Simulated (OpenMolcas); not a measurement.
# Two attempts at InH2O (SMILES [O][InH2])

Wanted: energy and one-electron properties of InH2O, U-revTPSS/ANO-R1 (sfX2C, Cholesky decomposition, population LoProp).

Program for the calculation: OpenMolcas 26.06.

4 further runs of the same task are left out: 4 set aside as unsound or not needed.

**1. The structure to begin with**

InH2O: 4 atoms, total charge 0, spin state doublet. SMILES: `[O][InH2]`. Geometry: a GFN2-xTB relaxation, a rough one for these elements and not checked as a minimum.

Bond lengths: O1–In2 1.844 Å, In2–H3 1.709 Å, In2–H4 1.759 Å. Angles: O1–In2–H3 148.1°, O1–In2–H4 88.1°, H3–In2–H4 123.8°.

**2. The input as first written**

File job.input:

```
>>> EXPORT MOLCAS_PRINT=2
&GATEWAY
Coord
4
angstrom
O       -1.716450      -0.043900      -0.307100
In       0.071670      -0.198700       0.117210
H        1.316470      -1.121360       0.837370
H        0.328310       1.363960      -0.647480
Basis
def2-mSVP
Group
NoSym
&SEWARD
High
&SCF
UHF
Spin
2
KSDFT
2
1.0 MGGA_X_REVTPSS
1.0 MGGA_C_REVTPSS
PrOrbitals
1 1
&LOPROP
NoField
&LOCALISATION
Pipek-Mezey
```

Run with:

```
$ export MOLCAS_MEM=1860
$ pymolcas job.input > job.log
```

Standard output:

```text
--- Start Module: gateway ---

                                              &GATEWAY

                       available to each process: 1.9 GB of memory, 1 thread

 ###############################################################################
 ###    ERROR: Basis set file <dir>
 ###    does not exist!                                                      ###
 ###    (1) For a valence basis set: check the spelling of                   ###
 ###    the basis set label and that the basis set file is                   ###
 ###    present in the basis set library directory.                          ###
 ###    (2) For an external auxiliary basis set: check that                  ###
 ###    the basis set file is present in the appropiate basis                ###
 ###    set library subdirectory.                                            ###
 ###############################################################################
--- Stop Module: gateway /rc=_RC_INPUT_ERROR_ ---

.####################.
.# User input error #.
.####################.

    Timing: Wall=0.03 User=0.01 System=0.02
```

Run time: 0.26 s. Hardware: 1 thread of Arm Neoverse V1, shared host.

**3. Reading the log**

The input was rejected.

The log says `does not exist`. Cause: the input names a basis that the program doesn't know.

**4. Second attempt**

File job.inp:

```
&gateway
  coord
  4
  angstrom
  O       -1.716450      -0.043900      -0.307100
  In       0.071670      -0.198700       0.117210
  H        1.316470      -1.121360       0.837370
  H        0.328310       1.363960      -0.647480
  basis=ANO-R1
  group=NoSym

&seward
  high

&scf
  uhf
  spin=2
  ksdft=2
  1.0 MGGA_X_REVTPSS
  1.0 MGGA_C_REVTPSS
  prorbitals=0

&loprop
  nofield

&localisation
  pipek-mezey
```

Run with:

```
$ export MOLCAS_MEM=1860
$ pymolcas job.inp > job.log
```

Standard output:

```text
--- Start Module: gateway ---
[...]
--- Stop Module: gateway /rc=_RC_ALL_IS_WELL_ ---
[...]
      Basis functions           67
[...]
       Convergence after  16 Iterations
[...]
::    Total KS-DFT energy                           -5956.1483881401
[...]
      Total spin, S                                     0.5035225391
[...]
      Total electronic charge=   59.000000
      Total            charge=   -0.000000
[...]
      Dipole Moment (debye):
      Origin of the operator (angstrom)=   -0.1321   -0.1752    0.0658
                   X=  1.6673E+00               Y= -1.2075E+00               Z=  9.4921E-01           Total=  2.2669E+00
      Quadrupole Moment (debye*angstrom):
[...]
--- Start Module: loprop ---
[...]
--- Stop Module: loprop /rc=_RC_ALL_IS_WELL_ ---
--- Start Module: localisation ---
[...]
 ****  WARNING  ***  WARNING  ***  WARNING  ****
  The orbitals for which localisation is requested belong to more than one of the subspaces:
  (Froz+Inac|RAS1|RAS2|RAS3|Sec+Del).
[...]
--- Stop Module: localisation /rc=_RC_ALL_IS_WELL_ ---
[...]
```

Wall time 26 s (1 thread of Arm Neoverse V1, shared host); peak memory 0.19 GiB.

Atomic charges (e):

```csv
atom,Mulliken,program's own
O1,-0.358,-0.334
In2,+0.718,+0.637
H3,-0.172,-0.157
H4,-0.187,-0.146
```

**5. Summary of results**

Level: U-revTPSS/ANO-R1 (sfX2C, Cholesky decomposition, population LoProp).

| quantity | value |
| --- | --- |
| total energy | -5956.14839 Eh |
| dipole moment | 2.27 D |
| HOMO energy (highest over α and β) | -6.81 eV |
| LUMO energy (lowest over α and β) | -4.80 eV |
| ⟨S²⟩ | 0.757 |

**Reading.** This program's gradients are faulty for this kind of reference, so any forces in the log can't be trusted; the energy can. Mulliken charges run from -0.36 on O1 to +0.72 on In2; they depend strongly on the basis.
